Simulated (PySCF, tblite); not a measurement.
# C₈H₁₄O₂: geometry, infrared bands and NMR shifts

Wanted: the infrared bands and NMR shifts of C₈H₁₄O₂ (`COC[C@@H](C)O[C@H]1C=CC1`), by calculation.

Programs: tblite 0.8.0 and PySCF 2.14.0, with density-fitted response routines of our own. Each step states its level of theory. These are calculated values for one molecule in the gas phase, unless marked as measured. Atoms are numbered from 0 throughout.

## Step 1: The molecule as given

24 atoms, charge 0, multiplicity 1; geometry from: force field or distance geometry start.

Bonds of the start (Å): C0–O1 1.42, O1–C2 1.45, C2–C3 1.53, C3–C4 1.54, C3–O5 1.43, O5–C6 1.44, C6–C7 1.51, C7–C8 1.34, C8–C9 1.50, C9–C6 1.54, C0–H10 1.09, C0–H11 1.10, C0–H12 1.08, C2–H13 1.09, C2–H14 1.11, C3–H15 1.10, C4–H16 1.10, C4–H17 1.10, C4–H18 1.09, C6–H19 1.10, C7–H20 1.09, C8–H21 1.09, C9–H22 1.11, C9–H23 1.10.

## Step 2: Optimising the geometry with GFN2-xTB

The job: settings as JSON, then the geometry in Å.

```
{"job": {"kind": "relax", "xc": "GFN2-xTB", "basis": "xTB"}, "charge": 0, "multiplicity": 1}
C      2.002800     0.075300    -2.197800
O      1.091500    -0.493800    -1.266800
C      1.535300    -0.270500     0.094200
C      0.501700    -0.862100     1.054600
C      1.090500    -0.975700     2.471900
O     -0.664800    -0.036600     1.168300
C     -1.607600    -0.088500     0.077100
C     -2.952900     0.493300     0.457300
C     -2.929400     1.420300    -0.512600
C     -1.546800     1.045600    -0.964700
H      2.040100     1.161300    -2.064900
H      1.617300    -0.136100    -3.200900
H      2.986000    -0.359400    -2.083900
H      2.508200    -0.743800     0.222700
H      1.614100     0.821600     0.258600
H      0.190400    -1.865700     0.740400
H      1.377800     0.016500     2.848300
H      1.970600    -1.629400     2.479600
H      0.348800    -1.374700     3.167700
H     -1.659000    -1.094800    -0.351800
H     -3.683600     0.214800     1.218200
H     -3.625300     2.203100    -0.826900
H     -0.758800     1.805300    -0.775600
H     -1.458600     0.693800    -2.005400
```

Run with:

```console
$ OMP_NUM_THREADS=1 python probes_run.py task.json out
```

This one command runs all jobs of the session in turn.

**Question.** This job is followed by: GFN2-xTB harmonic vibrations, gas phase; GIAO PBE0/pcSseg-1 NMR shielding, non-relativistic, gas phase. Predict these results of the whole session: strongest single infrared mode (GFN2-xTB); zero-point energy (GFN2-xTB); ¹³C shifts against TMS (PBE0/pcSseg-1); ¹H shifts against TMS (PBE0/pcSseg-1, means over atoms taken as alike); ¹⁷O shifts against H2O (PBE0/pcSseg-1); surface potential, 1st and 99th percentile.

As calculated:

| quantity | value |
| --- | --- |
| strongest single infrared mode (GFN2-xTB) | 2845 cm⁻¹, 99 km/mol |
| zero-point energy (GFN2-xTB) | 127.5 kcal/mol |
| ¹³C shifts against TMS (PBE0/pcSseg-1) | 147.8, 146.5, 84.2, 81.5, 81.1, 61.3, 45.5, 21.1 ppm |
| ¹H shifts against TMS (PBE0/pcSseg-1, means over atoms taken as alike) | 6.43, 6.30, 4.47, 3.74, 3.44, 3.33, 3.25, 2.79, 2.44, 1.14 ppm |
| ¹⁷O shifts against H2O (PBE0/pcSseg-1) | 100.0, 27.5 ppm |
| surface potential, 1st and 99th percentile | -1.50 V and 0.72 V |

In words: Relaxing lowered the energy by 0.156 eV in 95 steps; the close pair that moved most is O5–C6, from 1.443 to 1.402 Å. No mode is imaginary among the 66: a minimum at this level. The strongest single mode, at 2845 cm⁻¹, moves mainly H13. GFN2-xTB is a fitted tight-binding method: band positions and strengths are rough. Its intensities can rank the bands wrongly. At PBE0/pcSseg-1: Shielding is most anisotropic at C8 (span 235 ppm, paramagnetic term -219 ppm).
